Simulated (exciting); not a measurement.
## Al3Pd: single point with PBEsol

Al3Pd:

```
CELL_PARAMETERS angstrom
3.94691 0.00000 0.00000
0.00000 3.94691 0.00000
0.00000 0.00000 3.94691
ATOMIC_POSITIONS crystal
Pd 0.00000 0.00000 0.00000
Al 0.50000 0.50000 0.00000
Al 0.50000 0.00000 0.50000
Al 0.00000 0.50000 0.50000
```

The cell comes from a database or a generator and needn't be the stable form of this composition.

```yaml
Program: exciting (release sodium)
Task: single point
Functional: PBEsol
Potentials_or_basis: all-electron LAPW+lo, shipped species files, valence relativity iora*
rgkmax: 7.8
k_mesh: 7 × 7 × 7
Occupations: fermi-dirac, width 0.05 eV
Spin: no spin polarisation
```

| Property | Result |
| --- | --- |
| Band gap on the k mesh | none (metal or under the smearing width) |
| All electrons inside the program's atomic spheres | Pd 44.35; Al 10.87 (radii Pd 2.3, Al 2.0 bohr) |

Levels at points of the mesh, in eV from the Fermi level:
| k point | band 20 | band 21 | band 22 | band 23 | band 24 | band 25 |
| --- | --- | --- | --- | --- | --- | --- |
| (0.00, 0.00, 0.00) | -2.34 | -2.34 | -2.34 | 0.01 | 1.76 | 1.76 |

It took 2.1 min on 1 thread of AMD EPYC 7R43 64-Core Processor (Zen 3), with other jobs on the host, peak memory 0.2 GiB.

Caveat: the log's total energy holds no entropy term; the free energy is that total less TS from the occupations.
